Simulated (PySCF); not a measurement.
# TeOF₂: structure of the singlet

Aim: relax TeOF₂ as a singlet from a hand-made T-shaped (ligand arrangement 1) geometry, check by its vibrations whether the end is a minimum, and collect its spectrum and constants.

Program: PySCF 2.14.0. Level of theory: PBE0, basis Te def2-TZVP with ECP28, O def2-TZVP, F def2-TZVP, scalar-relativistic core potentials, no spin–orbit coupling, density fitting. These are calculated values, not measurements.

## (1) The system as given

4 atoms, charge 0, spin multiplicity 1.

Bond lengths: Te1–O2 1.850 Å, Te1–F3 2.000 Å, Te1–F4 2.000 Å. Angles: O2–Te1–F3 88.0°, O2–Te1–F4 176.0°, F3–Te1–F4 88.0°.

Z-matrix (Å, degrees; charge 0 multiplicity 1):
```
Te
O  1 1.8500
F  1 2.0000 2 88.00
F  1 2.0000 3 88.00 2 180.00
```

## (2) Relaxation: T-shaped (ligand arrangement 1) start, singlet

The steps below are one call of a driver around PySCF. For each, scf.py gives the equivalent set-up of the SCF; relaxations use the driver's own optimiser. Before each start the driver seeks the lowest SCF state from one or more starting densities and follows internal instabilities, so scf.py alone need not reach the same state.

The program finds Cs symmetry in the start, which this walk keeps. Threshold on the gradient: 0.0003 Eh/bohr, with a further test on the energy change.

scf.py

```python
from pyscf import gto, scf, dft
mol = gto.M(atom='''
Te    -0.045683     0.000000    -0.219449
O     -1.894583     0.000000    -0.154849
F     -0.045683     0.000000     1.780551
F      1.953117     0.000000    -0.149649''',
    basis={'Te': 'def2-TZVP', 'O': 'def2-TZVP', 'F': 'def2-TZVP'},
    ecp={'Te': 'def2-TZVP'},
    charge=0, spin=0)
mf = dft.RKS(mol, xc='PBE0')
mf.grids.atom_grid = (50, 194)
aux = {'Te': 'def2-universal-JKFIT', 'O': 'def2-universal-JKFIT', 'F': 'def2-universal-JKFIT'}
mf = mf.density_fit(auxbasis=aux)
mf.kernel()
```

After this run come: Frequencies; Following the imaginary mode; Hessian and properties.

Before running it: what results should come out? Wanted: minimum; geometry; wavenumbers; dipole moment; highest occupied, lowest empty level; polar-tensor charge of Te1; zero-point energy; atomisation energy.

As calculated:

| quantity | value |
| --- | --- |
| minimum | singlet, Cs |
| geometry | Te–F 1.882 Å (×2), Te–O 1.753 Å; F–Te–F 91.6°, F–Te–O 102.6° (×2) |
| wavenumbers (cm⁻¹) | 210 (a'), 248 (a''), 282 (a'), 627 (a''), 647 (a'), 966 (a') |
| dipole moment | 4.00 D |
| highest occupied, lowest empty level | -9.17, -2.55 eV |
| polar-tensor charge of Te1 | +1.85 e |
| zero-point energy | 17.8 kJ/mol |
| entropy at 298.15 K | 307.2 J/(mol K) |
| atomisation energy (no zero-point energy) | 1138 kJ/mol |

From Cs at the start the molecule goes to a Cs minimum, after a first stop at a saddle point 183.9 kJ/mol higher, from which it was pushed off along an imaginary mode. The strongest infrared band lies at 627 cm⁻¹ (a'', stretch). Other starts or spin states, not run here, may lie lower. Spin–orbit coupling is left out.
